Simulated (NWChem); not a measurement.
# [SnH3]− (SMILES [H][Sn-]([H])[H]): levels of theory compared

Wanted: a comparison of 6 runs (HF/STO-3G, HF/3-21G, HF/def2-SVP, B3LYP/3-21G, PBE0/def2-SVP, PBE/def2-TZVP) of [SnH3]−. 

Program for the calculation: NWChem 7.3.0.

### 1 Starting point

[SnH3]− has 4 atoms, charge -1, and is taken as a singlet. As SMILES, `[H][Sn-]([H])[H]`. Geometry: a GFN2-xTB relaxation, a rough one for these elements and not checked as a minimum.

Bond lengths: Sn1–H2 1.948 Å, Sn1–H3 1.948 Å, Sn1–H4 1.949 Å. Angles: H2–Sn1–H3 93.3°, H2–Sn1–H4 93.4°, H3–Sn1–H4 93.5°.

### 2 Energy and gradient at HF/STO-3G (run 1)

run.py

```python
from ase import Atoms
from ase.calculators.nwchem import NWChem

atoms = Atoms(['Sn', 'H', 'H', 'H'], positions=[
    [-0.006380, 0.005730, 0.791670],
    [1.637790, -0.033600, -0.251650],
    [-0.786860, 1.432510, -0.280410],
    [-0.844540, -1.404640, -0.259610],
])

calc = NWChem(
    label='h3sn',
    theory='scf',
    memory='2200 mb',
    basis='STO-3G',
    basispar='spherical bse',
    charge=-1,
    scf={'nopen': '0', 'rhf': None, 'thresh': '1e-08', 'maxiter': '80', 'print': 'low'},
)
atoms.calc = calc

forces = atoms.get_forces()
print("Total energy (eV):", round(atoms.get_potential_energy(), 6))
print("forces (eV/A):")
for s, f in zip(atoms.symbols, forces):
    print(f"{s:2s} {f[0]:10.5f} {f[1]:10.5f} {f[2]:10.5f}")
```

Launch:

```
$ export ASE_NWCHEM_COMMAND="nwchem PREFIX.nwi > PREFIX.nwo"
$ python run.py
```

Standard output:

```text
Total energy (eV): -162310.162631
forces (eV/A):
Sn    0.04109   -0.03414   -4.74790
H    -2.73344    0.06155    1.56349
H     1.29594   -2.37904    1.60961
H     1.39642    2.35158    1.57475
```

The calculator wrote h3sn.nwi:

```
title "h3sn"

permanent_dir h3sn

scratch_dir h3sn

start h3sn

geometry units angstrom nocenter noautosym noautoz
  Sn -6.3800000000000003e-03 5.7299999999999999e-03 7.9166999999999998e-01
  H  1.6377900000000001e+00 -3.3599999999999998e-02 -2.5164999999999998e-01
  H  -7.8686000000000000e-01 1.4325100000000000e+00 -2.8040999999999999e-01
  H  -8.4453999999999996e-01 -1.4046400000000001e+00 -2.5961000000000001e-01
end

charge -1

memory 2200 mb

basis spherical bse noprint
   * library STO-3G
end

scf
  nopen 0
  rhf
  thresh 1e-08
  maxiter 80
  print low
end

task scf gradient
```

h3sn.nwo:

```text
Northwest Computational Chemistry Package (NWChem) 7.3.0
             --------------------------------------------------------

           Job information
           ---------------

    nwchem branch   = 7.3.0
    use scalapack   = T
    input           = h3sn.nwi
    prefix          = h3sn.
    data base       = h3sn/h3sn.db
    status          = startup
    nproc           =        1

           Memory information
           ------------------

[... 5 lines left out ...]
    hardfail = no
[... 72 lines left out ...]
       Final RHF  results
[... 3 lines left out ...]
      One-electron energy =  -8350.794091670527
[... 1 line left out ...]
 Nuclear repulsion energy =     41.307035591622
[... 1 line left out ...]
        Time for solution =      0.7s

                              NWChem Gradients Module
                              -----------------------

                         RHF ENERGY GRADIENTS

    atom               coordinates                        gradient
                 x          y          z           x          y          z
   1 Sn     -0.012056   0.010828   1.496039   -0.000799   0.000664   0.092332
   2 H       3.094974  -0.063495  -0.475550    0.053157  -0.001197  -0.030405
   3 H      -1.486950   2.707051  -0.529898   -0.025202   0.046265  -0.031302
   4 H      -1.595949  -2.654385  -0.490592   -0.027156  -0.045731  -0.030624

 Task  times  cpu:        0.9s     wall:        0.9s
 Total times  cpu:        1.0s     wall:        1.0s
```

Wall time 1.8 s (1 thread of AMD EPYC 9R45 (Zen 5), shared host); peak memory 0.1 GiB.

### 3 Energy and gradient at HF/3-21G (run 2)

calc.nw

```
echo
start calc
memory stack 880 mb heap 220 mb global 1100 mb
charge -1
geometry noautosym nocenter noautoz
  Sn    -0.006380     0.005730     0.791670
  H      1.637790    -0.033600    -0.251650
  H     -0.786860     1.432510    -0.280410
  H     -0.844540    -1.404640    -0.259610
end
basis spherical bse
  Sn library 3-21G
  H library 3-21G
end
scf
  nopen 0
  rhf
  thresh 1e-08
  maxiter 80
  noprint "final vectors analysis"
end
task scf gradient
```

Launch:

```
$ nwchem calc.nw > calc.out
```

Standard output:

```text
[...]
  functions       =    37
[...]
  wavefunction    = RHF
[...]
         Total SCF energy =  -5997.973774979707
      One-electron energy =  -8370.024788459248
      Two-electron energy =   2330.743977887920
 Nuclear repulsion energy =     41.307035591622
        Time for solution =      1.1s
[...]
                         RHF ENERGY GRADIENTS
    atom               coordinates                        gradient
                 x          y          z           x          y          z
   1 Sn     -0.012056   0.010828   1.496039   -0.000277   0.000246   0.031968
   2 H       3.094974  -0.063495  -0.475550    0.016635  -0.000362  -0.010541
   3 H      -1.486950   2.707051  -0.529898   -0.007851   0.014504  -0.010814
   4 H      -1.595949  -2.654385  -0.490592   -0.008507  -0.014388  -0.010613
[...]
```

Run time: 1.8 s. Hardware: 1 thread of AMD EPYC 9R45 (Zen 5), shared host; peak memory 0.1 GiB.

Run 3 isn't shown in full; the table further down has it.

### 4 Energy and gradient at B3LYP/3-21G (run 4)

run.py

```python
from ase import Atoms
from ase.calculators.nwchem import NWChem

system = Atoms(['Sn', 'H', 'H', 'H'], positions=[
    [-0.006380, 0.005730, 0.791670],
    [1.637790, -0.033600, -0.251650],
    [-0.786860, 1.432510, -0.280410],
    [-0.844540, -1.404640, -0.259610],
])

calc = NWChem(
    label='a',
    theory='dft',
    memory='2200 mb',
    basis='3-21G',
    basispar='spherical bse',
    charge=-1,
    dft={'xc': 'b3lyp', 'mult': '1', 'grid': 'xfine', 'convergence': 'energy 1e-08', 'iterations': '100', 'mulliken': None},
)
system.calc = calc

forces = system.get_forces()
print(f"energy = {system.get_potential_energy():.6f} eV")
print("forces (eV/A):")
for s, f in zip(system.symbols, forces):
    print(f"{s:2s} {f[0]:10.5f} {f[1]:10.5f} {f[2]:10.5f}")
print("dipole (e A):", system.get_dipole_moment().round(4))
```

Launch:

```
$ export ASE_NWCHEM_COMMAND="nwchem PREFIX.nwi > PREFIX.nwo"
$ python run.py
```

Standard output:

```text
energy = -163285.305456 eV
forces (eV/A):
Sn    0.00941   -0.00900   -1.09940
H    -0.70099    0.01476    0.36150
H     0.33188   -0.61223    0.37302
H     0.35970    0.60647    0.36489
dipole (e A): [ 0.0039 -0.0033 -0.4816]
```

The calculator wrote a.nwi:

```
title "a"

permanent_dir a

scratch_dir a

start a

geometry units angstrom nocenter noautosym noautoz
  Sn -6.3800000000000003e-03 5.7299999999999999e-03 7.9166999999999998e-01
  H  1.6377900000000001e+00 -3.3599999999999998e-02 -2.5164999999999998e-01
  H  -7.8686000000000000e-01 1.4325100000000000e+00 -2.8040999999999999e-01
  H  -8.4453999999999996e-01 -1.4046400000000001e+00 -2.5961000000000001e-01
end

charge -1

memory 2200 mb

basis spherical bse noprint
   * library 3-21G
end

dft
  xc b3lyp
  mult 1
  grid xfine
  convergence energy 1e-08
  iterations 100
  mulliken
end

task dft gradient
```

a.nwo:

```text
Northwest Computational Chemistry Package (NWChem) 7.3.0
             --------------------------------------------------------

           Job information
           ---------------

    nwchem branch   = 7.3.0
    use scalapack   = T
    input           = a.nwi
    prefix          = a.
    data base       = a/a.db
    status          = startup
    nproc           =        1

           Memory information
           ------------------

[... 5 lines left out ...]
    hardfail = no
[... 65 lines left out ...]
  convergence criterion.
[... 41 lines left out ...]
          Spatial weights used:  Erf1
[... 34 lines left out ...]
 1-e energy   =   -8515.687231
[... 47 lines left out ...]
           Coulomb energy =     2492.690109918593
[... 347 lines left out ...]
          Convergence on density requested:  1.00D-05
[... 27 lines left out ...]
          total energy or number of iterations.
[... 35 lines left out ...]
                 ----------------------------------------
                 |  Time  |  1-e(secs)   |  2-e(secs)   |
                 ----------------------------------------
                 |  CPU   |       0.00   |       0.12   |
                 ----------------------------------------
                 |  WALL  |       0.00   |       0.12   |
                 ----------------------------------------

 Task  times  cpu:        2.3s     wall:        2.3s
 Total times  cpu:        2.3s     wall:        2.3s
```

It took 3.3 s on 1 thread of AMD EPYC 9R45 (Zen 5), shared host; peak memory 0.12 GiB.

Run 5 isn't shown in full; the table further down has it.

### 5 Energy and forces at PBE/def2-TZVP (core potential) (run 6)

run.py: that of step 4 with these lines changed.

```diff
@@ -11,9 +11,10 @@
 calc = NWChem(
-    label='a',
+    label='h3sn',
     theory='dft',
     memory='2200 mb',
-    basis='3-21G',
+    basis='def2-TZVP',
     basispar='spherical bse',
     charge=-1,
-    dft={'xc': 'b3lyp', 'mult': '1', 'grid': 'xfine', 'convergence': 'energy 1e-08', 'iterations': '100', 'mulliken': None},
+    dft={'xc': 'xpbe96 cpbe96', 'mult': '1', 'grid': 'xfine', 'convergence': 'energy 1e-08', 'iterations': '100', 'mulliken': None},
+    **{'ecp bse': {'Sn library': 'def2-TZVP'}},
 )
@@ -22,3 +23,3 @@
 forces = system.get_forces()
-print(f"energy = {system.get_potential_energy():.6f} eV")
+print("Total energy (eV):", round(system.get_potential_energy(), 6))
 print("forces (eV/A):")
```

Launch:

```
$ export ASE_NWCHEM_COMMAND="nwchem PREFIX.nwi > PREFIX.nwo"
$ python run.py
```

Standard output:

```text
Total energy (eV): -5880.03498
forces (eV/A):
Sn    0.01023   -0.00920   -1.18060
H    -0.75313    0.01615    0.38824
H     0.35692   -0.65723    0.40073
H     0.38597    0.65023    0.39163
dipole (e A): [ 0.0023 -0.0017 -0.2652]
```

The calculator wrote h3sn.nwi:

```
title "h3sn"

permanent_dir h3sn

scratch_dir h3sn

start h3sn

geometry units angstrom nocenter noautosym noautoz
  Sn -6.3800000000000003e-03 5.7299999999999999e-03 7.9166999999999998e-01
  H  1.6377900000000001e+00 -3.3599999999999998e-02 -2.5164999999999998e-01
  H  -7.8686000000000000e-01 1.4325100000000000e+00 -2.8040999999999999e-01
  H  -8.4453999999999996e-01 -1.4046400000000001e+00 -2.5961000000000001e-01
end

charge -1

memory 2200 mb

basis spherical bse noprint
   * library def2-TZVP
end

dft
  xc xpbe96 cpbe96
  mult 1
  grid xfine
  convergence energy 1e-08
  iterations 100
  mulliken
end
ecp bse
  Sn library def2-TZVP
end

task dft gradient
```

h3sn.nwo:

```text
Northwest Computational Chemistry Package (NWChem) 7.3.0
             --------------------------------------------------------

           Job information
           ---------------

    nwchem branch   = 7.3.0
    use scalapack   = T
    input           = h3sn.nwi
    prefix          = h3sn.
    data base       = h3sn/h3sn.db
    status          = startup
    nproc           =        1

           Memory information
           ------------------

[... 5 lines left out ...]
    hardfail = no
[... 71 lines left out ...]
  convergence criterion.
[... 38 lines left out ...]
          Spatial weights used:  Erf1
[... 34 lines left out ...]
 1-e energy   =    -430.884537
[... 51 lines left out ...]
           Coulomb energy =      205.253920212834
[... 564 lines left out ...]
          Convergence on density requested:  1.00D-05
[... 24 lines left out ...]
          total energy or number of iterations.
[... 35 lines left out ...]
                 ----------------------------------------
                 |  Time  |  1-e(secs)   |  2-e(secs)   |
                 ----------------------------------------
                 |  CPU   |       0.01   |       0.59   |
                 ----------------------------------------
                 |  WALL  |       0.01   |       0.59   |
                 ----------------------------------------

 Task  times  cpu:       10.1s     wall:       10.1s
 Total times  cpu:       10.1s     wall:       10.1s
```

Run time: 11 s. Hardware: 1 thread of AMD EPYC 9R45 (Zen 5), shared host; peak memory 0.14 GiB.

### 6 The series

| run | level | core potential | iteration cap | energy (Eh) | largest force (eV/Å) | wall time |
| --- | --- | --- | --- | --- | --- | --- |
| 1 | HF/STO-3G | – | 80 | -5964.788507 | 4.748 | 1.8 s |
| 2 | HF/3-21G | – | 80 | -5997.973775 | 1.644 | 1.8 s |
| 3 | HF/def2-SVP (core potential) | def2-SVP | 80 | -215.053462 | 1.749 | 2.6 s |
| 4 | B3LYP/3-21G | – | 100 | -6000.624346 | 1.099 | 3.3 s |
| 5 | PBE0/def2-SVP (core potential) | def2-SVP | 100 | -216.082761 | 1.372 | 4.8 s |
| 6 | PBE/def2-TZVP (core potential) | def2-TZVP | 100 | -216.087302 | 1.181 | 11 s |

### 7 Outcome

| quantity | value |
| --- | --- |
| run 6: total energy | -216.08730 Eh |
| run 6: HOMO energy | 0.26 eV |
| run 6: LUMO energy | 4.30 eV |
| run 6: HOMO–LUMO gap (to an unbound level, set by the basis) | 4.05 eV |
| run 6: largest force on an atom | 1.181 eV/Å |

Over runs 3, 4, 5, 6 the HOMO–LUMO gap runs from 4.05 eV (PBE/def2-TZVP) to 10.38 eV (HF/def2-SVP). The two ends differ in method and basis. The empty levels of an anion lie above zero and hang on the basis. Totals of different functionals can't be ranked against each other. Some runs of one species differ in core potentials or relativity; totals across that change don't compare. In runs 4, 6 the HOMO lies above zero, so the outermost electron may be held by the basis alone. In run 1 the basis is minimal, so the values are rough. In runs 1, 2, 4 relativity is left out where basis or elements ask for it. All runs together took 25 s, the longest 11 s.
